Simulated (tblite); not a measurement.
# C6H13FGe: the cost of one run

Programs: tblite 0.8.0 and PySCF 2.14.0, with density-fitted response routines of our own. Each step states its level of theory. These are calculated values for one molecule, in the gas phase or a continuum, unless marked as measured. Atoms are numbered from 0 throughout.

## (1) The starting structure

21 atoms, charge 0, multiplicity 1; geometry from: force field or distance geometry start.

Bonds of the start (Å): C0–Ge1 1.91, Ge1–C2 1.95, C2–C3 1.53, C3–C4 1.49, C4–C5 1.48, C5–C6 1.53, C6–F7 1.38, C6–Ge1 1.95, C0–H8 1.10, C0–H9 1.12, C0–H10 1.12, Ge1–H11 1.57, C2–H12 1.08, C2–H13 1.11, C3–H14 1.13, C3–H15 1.11, C4–H16 1.12, C4–H17 1.12, C5–H18 1.12, C5–H19 1.11, C6–H20 1.10.

## (2) Geometry optimisation with GFN2-xTB

The job: settings as JSON, then the geometry in Å.

```
{"job": {"kind": "relax", "xc": "GFN2-xTB", "basis": "xTB"}, "charge": 0, "multiplicity": 1}
C      2.840400    -0.478800     0.539400
Ge     0.942100    -0.257700     0.577700
C     -0.017800    -1.367800    -0.704400
C     -1.467000    -1.073200    -0.296300
C     -1.843700     0.337400    -0.587900
C     -1.221800     1.381200     0.260100
C      0.292900     1.515000     0.100700
F      0.626900     1.751400    -1.212900
H      3.288200    -0.341900    -0.457000
H      3.319100     0.152000     1.329000
H      3.062000    -1.533700     0.830700
H      0.370300    -0.553000     2.011100
H      0.236200    -2.420000    -0.648000
H      0.158700    -0.890300    -1.696400
H     -1.478100    -1.277000     0.816100
H     -2.181300    -1.766500    -0.794700
H     -1.674400     0.483600    -1.683200
H     -2.947300     0.401600    -0.410700
H     -1.623200     2.379200    -0.047900
H     -1.399300     1.256900     1.344900
H      0.708100     2.318400     0.729300
```

Run with:

```
$ OMP_NUM_THREADS=1 python probes_run.py task.json out
```

This one command runs all jobs of the session in turn.

Q: Estimate the wall time and peak memory of this first job on 1 thread of Intel Xeon at 2.50GHz, shared host.

About 1.9 s, with a peak of 0.18 GiB.
